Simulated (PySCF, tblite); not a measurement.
# C₆H₁₂OSSi: geometry, infrared bands and NMR shifts

Wanted: the infrared bands and NMR shifts of C₆H₁₂OSSi (`C=C1[C@@H](CC)CS[Si@H]1O`), by calculation.

Programs: tblite 0.8.0 and PySCF 2.14.0, with density-fitted response routines of our own. Each step states its level of theory. These are calculated values for one molecule in the gas phase, unless marked as measured. Atoms are numbered from 0 throughout.

### 1 The molecule as given

21 atoms, charge 0, multiplicity 1; geometry from: force field or distance geometry start.

Bonds of the start (Å): C0–C1 1.33, C1–C2 1.54, C2–C3 1.55, C3–C4 1.51, C2–C5 1.54, C5–S6 1.83, S6–Si7 2.13, Si7–O8 1.64, Si7–C1 1.88, C0–H9 1.10, C0–H10 1.08, C2–H11 1.10, C3–H12 1.11, C3–H13 1.11, C4–H14 1.10, C4–H15 1.10, C4–H16 1.10, C5–H17 1.10, C5–H18 1.09, Si7–H19 1.48, O8–H20 0.97.

### 2 Geometry optimisation with GFN2-xTB

What the job is given:

```
{"job": {"kind": "relax", "xc": "GFN2-xTB", "basis": "xTB"}, "charge": 0, "multiplicity": 1}
C     -1.747900     0.223900    -1.340600
C     -1.054100    -0.161000    -0.276500
C      0.382500    -0.723600    -0.343200
C      1.468800     0.359600    -0.141500
C      1.480600     1.431700    -1.198500
C      0.524400    -1.888500     0.655800
S     -0.151500    -1.412400     2.285800
Si    -1.712700    -0.208600     1.479800
O     -1.641500     1.246800     2.236200
H     -2.782700     0.588800    -1.257100
H     -1.329100     0.201200    -2.339000
H      0.527900    -1.148900    -1.346300
H      1.364700     0.834900     0.856900
H      2.454400    -0.141100    -0.141800
H      2.339900     2.102300    -1.059700
H      0.578800     2.054400    -1.150200
H      1.557400     0.998400    -2.202800
H      1.575800    -2.189400     0.774000
H     -0.024000    -2.762500     0.308400
H     -3.038400    -0.859800     1.584500
H     -0.782400     1.470900     2.615200
```

On the command line:

```bash
OMP_NUM_THREADS=1 python probes_run.py task.json out
```

This one command runs all jobs of the session in turn.

Log:

```text
step      E/eV     max force
  0    -763.33380    0.972
  1    -763.38474    0.461
  2    -763.40405    0.327
  3    -763.42344    0.550
  4    -763.43849    0.468
  5    -763.45061    0.215
  6    -763.45806    0.187
  7    -763.46362    0.235
  8    -763.46850    0.239
  9    -763.47312    0.168
 10    -763.47779    0.163
 11    -763.48313    0.213
 12    -763.48861    0.234
 13    -763.49342    0.237
 14    -763.49681    0.151
 15    -763.49866    0.110
 16    -763.49979    0.127
 17    -763.50071    0.096
 18    -763.50146    0.079
 19    -763.50213    0.062
 20    -763.50279    0.078
 21    -763.50344    0.083
 22    -763.50404    0.063
 23    -763.50456    0.046
 24    -763.50505    0.058
 25    -763.50558    0.071
 26    -763.50613    0.069
 27    -763.50661    0.058
 28    -763.50701    0.050
 29    -763.50736    0.056
 30    -763.50771    0.056
 31    -763.50806    0.055
 32    -763.50841    0.048
 33    -763.50879    0.048
 34    -763.50917    0.063
 35    -763.50954    0.054
 36    -763.50990    0.038
 37    -763.51020    0.035
 38    -763.51046    0.046
 39    -763.51067    0.047
 40    -763.51083    0.034
 41    -763.51097    0.036
 42    -763.51107    0.026
 43    -763.51115    0.017
 44    -763.51122    0.018
 45    -763.51128    0.018
 46    -763.51135    0.018
 47    -763.51142    0.016
 48    -763.51147    0.019
 49    -763.51152    0.020
 50    -763.51157    0.014
 51    -763.51161    0.012
 52    -763.51164    0.014
 53    -763.51168    0.016
 54    -763.51173    0.019
 55    -763.51177    0.016
 56    -763.51181    0.014
 57    -763.51184    0.013
 58    -763.51187    0.014
 59    -763.51191    0.016
 60    -763.51195    0.013
 61    -763.51199    0.011
 62    -763.51201    0.013
 63    -763.51204    0.014
 64    -763.51207    0.010
 65    -763.51209    0.008
```

Wall time 1.1 s (1 thread of Arm Neoverse N1, shared host); peak memory 0.18 GiB.

Along the way: (not every step is listed)

| step | energy from step 0 (eV) | largest force (eV/Å) |
| --- | --- | --- |
| 0 | 0.0000 | 0.9721 |
| 1 | -0.0509 | 0.4607 |
| 2 | -0.0702 | 0.3267 |
| 3 | -0.0896 | 0.5501 |
| 4 | -0.1047 | 0.4684 |
| 5 | -0.1168 | 0.2149 |
| 6 | -0.1243 | 0.1868 |
| 7 | -0.1298 | 0.2355 |
| 8 | -0.1347 | 0.2392 |
| 13 | -0.1596 | 0.2365 |
| 18 | -0.1677 | 0.0788 |
| 23 | -0.1708 | 0.0463 |
| 28 | -0.1732 | 0.0496 |
| 33 | -0.1750 | 0.0481 |
| 38 | -0.1767 | 0.0463 |
| 43 | -0.1774 | 0.0172 |
| 48 | -0.1777 | 0.0192 |
| 53 | -0.1779 | 0.0162 |
| 58 | -0.1781 | 0.0143 |
| 60 | -0.1781 | 0.0135 |
| 61 | -0.1782 | 0.0114 |
| 62 | -0.1782 | 0.0135 |
| 63 | -0.1782 | 0.0136 |
| 64 | -0.1783 | 0.0102 |
| 65 | -0.1783 | 0.0084 |

Distances of close pairs at the start and the end, largest changes first:

| bond | before (Å) | after (Å) | change (Å) |
| --- | --- | --- | --- |
| C1–C2 | 1.544 | 1.506 | -0.038 |
| Si7–H19 | 1.481 | 1.451 | -0.030 |
| C0–H9 | 1.100 | 1.077 | -0.023 |
| Si7–O8 | 1.642 | 1.622 | -0.020 |
| S6–Si7 | 2.130 | 2.150 | +0.020 |
| C3–H12 | 1.111 | 1.093 | -0.018 |
| C3–C4 | 1.506 | 1.522 | +0.017 |
| C2–C5 | 1.541 | 1.528 | -0.013 |

The next job starts from the end point, and lists it.

### 3 Vibrational analysis with GFN2-xTB

What the job is given:

```
{"job": {"kind": "ir", "xc": "GFN2-xTB", "basis": "xTB"}, "charge": 0, "multiplicity": 1}
C     -1.689715     0.234874    -1.331625
C     -0.988446    -0.179265    -0.286658
C      0.393534    -0.765107    -0.410129
C      1.464268     0.304914    -0.144458
C      1.448116     1.427116    -1.172759
C      0.525079    -1.908702     0.594257
S     -0.003259    -1.385927     2.265972
Si    -1.613781    -0.188468     1.496087
O     -1.744666     1.236390     2.258986
H     -2.675027     0.653906    -1.215882
H     -1.309867     0.181150    -2.341168
H      0.546927    -1.170856    -1.416863
H      1.309168     0.719964     0.854322
H      2.444803    -0.177567    -0.152428
H      2.217520     2.159846    -0.940629
H      0.483429     1.929791    -1.181441
H      1.640379     1.034622    -2.169328
H      1.554792    -2.249684     0.687971
H     -0.103080    -2.752424     0.306563
H     -2.919773    -0.791168     1.688631
H     -0.989320     1.703538     2.610108
```

Log:

```text
mode    cm-1     km/mol
  1      43.6      0.28
  2      83.5      0.81
  3     119.4      1.03
  4     137.7      4.67
  5     157.0     44.43
  6     194.0     38.94
  7     223.6     47.98
  8     236.0      1.96
  9     286.8      5.59
 10     308.9     18.03
 11     319.7      3.23
 12     394.1      0.55
 13     497.7     19.85
 14     506.6     25.80
 15     578.0    116.32
 16     599.6     33.00
 17     646.2    102.10
 18     677.2     23.60
 19     705.7      3.11
 20     715.9      1.42
 21     791.8    412.71
 22     817.2      2.27
 23     862.9      0.16
 24     899.5     23.38
 25     915.8     40.32
 26     924.0    168.74
 27     974.5      5.57
 28    1041.3      3.19
 29    1068.1      2.08
 30    1079.3      6.02
 31    1104.7      0.27
 32    1158.7      3.02
 33    1211.3      9.42
 34    1224.9      1.46
 35    1244.4      1.56
 36    1267.0     10.49
 37    1304.7      1.46
 38    1345.0      0.49
 39    1415.2      2.18
 40    1420.5      0.97
 41    1460.4      0.89
 42    1487.3      0.99
 43    1502.7      2.76
 44    1507.8      2.19
 45    1687.9      6.13
 46    2353.2    240.92
 47    2916.1     37.61
 48    2963.1     41.19
 49    2972.2     19.69
 50    2976.6     35.32
 51    3006.5     15.40
 52    3028.6     42.54
 53    3033.2     36.87
 54    3038.9     25.90
 55    3070.7     43.96
 56    3113.0     30.56
 57    3640.4     37.57
```

Wall time 1.9 s (1 thread of Arm Neoverse N1, shared host); peak memory 0.18 GiB.

The strongest bands and the atoms that carry them (share of the mass-weighted mode):

| cm⁻¹ | km/mol | atoms |
| --- | --- | --- |
| 157 | 44.4 | H20 33 %, O8 15 %, S6 13 % |
| 224 | 48.0 | H20 31 %, O8 25 %, Si7 13 % |
| 578 | 116.3 | H19 56 %, C5 12 % |
| 646 | 102.1 | Si7 20 %, H19 16 %, C0 15 %, C1 13 % |
| 792 | 412.7 | H20 70 %, O8 12 %, H19 11 % |
| 924 | 168.7 | O8 24 %, Si7 21 %, H10 19 %, H9 16 % |
| 2353 | 240.9 | H19 97 % |
| 3071 | 44.0 | H10 88 % |

### 4 Shielding tensors: PBE0/pcSseg-1

Same as in step 3 but for these lines:

```diff
@@ -1,2 +1,2 @@
-{"job": {"kind": "ir", "xc": "GFN2-xTB", "basis": "xTB"}, "charge": 0, "multiplicity": 1}
+{"job": {"kind": "nmr", "xc": "PBE0", "basis": "pcSseg-1"}, "charge": 0, "multiplicity": 1}
 C     -1.689715     0.234874    -1.331625
```

Method: GIAO PBE0/pcSseg-1 NMR shielding, non-relativistic, gas phase.

Log:

```text
coarse grid: 18296 points
cycle   1  E = -997.9492618145  dE =  1.138e+00  |g| = 7.769e-01  |ddm| = 4.218e+00
cycle   2  E = -997.8365409547  dE =  1.127e-01  |g| = 1.109e+00  |ddm| = 1.614e+00
cycle   3  E = -998.0675680761  dE = -2.310e-01  |g| = 1.243e-01  |ddm| = 1.090e+00
cycle   4  E = -998.0707860806  dE = -3.218e-03  |g| = 3.922e-02  |ddm| = 1.597e-01
cycle   5  E = -998.0711163612  dE = -3.303e-04  |g| = 1.258e-02  |ddm| = 4.781e-02
cycle   6  E = -998.0711477245  dE = -3.136e-05  |g| = 6.088e-03  |ddm| = 1.918e-02
cycle   7  E = -998.0711567438  dE = -9.019e-06  |g| = 1.132e-03  |ddm| = 6.083e-03
final grid: 166592 points
cycle   8  E = -998.1379407822  dE = -5.705e-05  |g| = 1.124e-02  |ddm| = 4.516e-02
cycle   9  E = -998.1379177907  dE =  2.299e-05  |g| = 1.501e-02  |ddm| = 2.586e-02
cycle  10  E = -998.1379702183  dE = -5.243e-05  |g| = 1.578e-03  |ddm| = 1.628e-02
cycle  11  E = -998.1379707322  dE = -5.139e-07  |g| = 3.974e-04  |ddm| = 1.726e-03
cycle  12  E = -998.1379707681  dE = -3.584e-08  |g| = 1.445e-04  |ddm| = 5.202e-04
cycle  13  E = -998.1379707727  dE = -4.658e-09  |g| = 5.047e-05  |ddm| = 1.667e-04
cycle  14  E = -998.1379707734  dE = -6.180e-10  |g| = 8.108e-06  |ddm| = 6.825e-05
converged SCF energy = -998.1379707734

GIAO shielding tensors (ppm)
atom      isotropic    diamagn.    paramagn.     s11        s22        s33       span
  0 C       51.424     252.959    -201.535    -63.393     58.710    158.956    222.349
  1 C       25.450     266.859    -241.410    -78.434      4.256    150.527    228.961
  2 C      132.693     247.274    -114.581    124.844    130.780    142.453     17.610
  3 C      156.623     249.756     -93.134    140.919    155.621    173.329     32.410
  4 C      173.120     247.666     -74.546    163.473    169.884    186.003     22.530
  5 C      144.578     250.749    -106.171    114.960    151.129    167.645     52.686
  6 S      633.866    1058.301    -424.434    536.267    585.895    779.437    243.170
  7 Si     350.399     878.775    -528.376    317.941    351.675    381.582     63.641
  8 O      285.515     386.910    -101.394    259.201    289.819    307.527     48.327
  9 H       25.679      30.523      -4.845     22.363     24.028     30.645      8.283
 10 H       25.557      32.388      -6.831     21.533     24.461     30.676      9.143
 11 H       29.647      34.888      -5.241     26.166     28.123     34.654      8.488
 12 H       30.004      33.230      -3.226     24.021     31.392     34.599     10.577
 13 H       30.386      32.758      -2.372     24.566     30.263     36.330     11.764
 14 H       30.642      29.064       1.578     25.748     27.691     38.487     12.739
 15 H       30.576      31.949      -1.373     25.628     31.291     34.809      9.181
 16 H       31.107      30.862       0.244     26.897     28.378     38.044     11.147
 17 H       29.063      31.847      -2.784     23.408     27.493     36.289     12.881
 18 H       28.645      31.450      -2.805     22.095     27.707     36.133     14.038
 19 H       26.236      27.710      -1.474     22.528     23.789     32.390      9.862
 20 H       30.023      31.574      -1.551     22.068     26.173     41.827     19.759
```

It took 1.7 min on 1 thread of Arm Neoverse N1, shared host; peak memory 1.1 GiB.

Shifts follow as δ = σ(reference) − σ, with reference shieldings (ppm) from runs at the same level and on the same kind of geometry: ¹H TMS 31.72, ¹³C TMS 186.9, ²⁹Si TMS 349.2, ¹⁷O H2O 336.1, ³³S CS2 504. The references are single molecules in the gas phase, so shifts against H2O, NH3, PH3, H3PO4 or CFCl3 are not on the usual liquid scales and can be off by tens of ppm. Atoms listed in one row are averaged.

| atoms | environment | σ (ppm) | δ (ppm) | δ scaled to CDCl3 |
| --- | --- | --- | --- | --- |
| C1 | fully substituted alkene carbon | 25.4 | 161.5 | 155.7 |
| C0 | terminal =CH2 carbon | 51.4 | 135.5 | 130.3 |
| C2 | allylic sp3 CH | 132.7 | 54.2 | 51.0 |
| C5 | sp3 CH2 bonded to S | 144.6 | 42.3 | 35.0 |
| C3 | sp3 CH2 | 156.6 | 30.3 | 27.7 |
| C4 | methyl carbon | 173.1 | 13.8 | 11.6 |
| H10 | hydrogen on a terminal =CH2 carbon | 25.56 | 6.16 | 5.91 |
| H9 | hydrogen on a terminal =CH2 carbon | 25.68 | 6.04 | 5.80 |
| H19 | hydrogen on a silicon bonded to C, O, S, in a 5-membered ring | 26.24 | 5.48 | – |
| H18 | hydrogen on an sp3 CH2 bonded to S | 28.64 | 3.07 | 3.00 |
| H17 | hydrogen on an sp3 CH2 bonded to S | 29.06 | 2.65 | 2.61 |
| H11 | hydrogen on an allylic sp3 CH | 29.65 | 2.07 | 2.06 |
| H12 | hydrogen on an sp3 CH2 | 30.00 | 1.71 | 1.72 |
| H20 | hydrogen on an oxygen bonded to Si | 30.02 | 1.69 | – |
| H13 | hydrogen on an sp3 CH2 | 30.39 | 1.33 | 1.36 |
| H14, H15, H16 | hydrogen on a methyl carbon | 30.77 | 0.94 | 0.99 |
| S6 | sulfur bonded to C, Si, in a 5-membered ring | 634 | -130 | – |
| Si7 | silicon bonded to C, O, S, H, in a 5-membered ring | 350.4 | -1.2 | – |
| O8 | oxygen bonded to Si, H | 285.5 | 50.6 | – |

The scaled column applies a straight-line fit of computed shieldings to shifts measured in CDCl3, with any fitted terms for Cl, Br or S neighbours (root-mean-square error 0.16 ppm for H, 1.9 ppm for C).

Charges from the same density, by scheme (e):

| atoms | Mulliken | IAO | Hirshfeld | ESP fit |
| --- | --- | --- | --- | --- |
| C0 | -0.05 | -0.29 | -0.08 | -0.47 |
| C1 | -0.54 | -0.29 | -0.09 | -0.04 |
| C2 | -0.28 | -0.11 | -0.03 | -0.19 |
| C3 | -0.19 | -0.24 | -0.07 | 0.24 |
| C4 | -0.25 | -0.42 | -0.12 | -0.37 |
| C5 | -0.23 | -0.33 | -0.07 | -0.41 |
| S6 | -0.31 | -0.23 | -0.11 | -0.33 |
| Si7 | 0.98 | 1.04 | 0.38 | 0.77 |
| O8 | -0.54 | -0.78 | -0.31 | -0.69 |

Mayer bond orders: C0–C1 2.00, C1–C2 0.96, C2–C3 0.98, C3–C4 1.07, C2–C5 1.01, C5–S6 0.98, S6–Si7 0.95, Si7–O8 1.08, Si7–C1 0.81.

Ring of atoms C1, C2, C5, S6, Si7: NICS(0) -5.1, NICS(1) -3.9, NICS(1)zz -2.5 ppm (means of both faces).

### 5 Outcome

| quantity | value |
| --- | --- |
| strongest single infrared mode (GFN2-xTB) | 792 cm⁻¹, 413 km/mol |
| zero-point energy (GFN2-xTB) | 104.7 kcal/mol |
| ¹³C shifts against TMS (PBE0/pcSseg-1) | 161.5, 135.5, 54.2, 42.3, 30.3, 13.8 ppm |
| ¹H shifts against TMS (PBE0/pcSseg-1, means over atoms taken as alike) | 6.16, 6.04, 5.48, 3.07, 2.65, 2.07, 1.71, 1.69, 1.33, 0.94 ppm |
| ³³S shifts against CS2 (PBE0/pcSseg-1) | -130 ppm |
| ²⁹Si shifts against TMS (PBE0/pcSseg-1) | -1.2 ppm |
| ¹⁷O shifts against H2O (PBE0/pcSseg-1) | 50.6 ppm |

Relaxing lowered the energy by 0.178 eV in 65 steps; the close pair that moved most is C1–C2, from 1.544 to 1.506 Å. No mode is imaginary among the 57: a minimum at this level. The strongest single mode, at 792 cm⁻¹, moves mainly H20. GFN2-xTB is a fitted tight-binding method: band positions and strengths are rough. Its intensities can rank the bands wrongly. The most deshielded carbon is C1 (fully substituted alkene carbon), at 161.5 ppm: as expected for a trigonal carbon in a double bond. At PBE0/pcSseg-1: The widest tensor belongs to S6: span 243 ppm, with a paramagnetic part of -424 ppm.
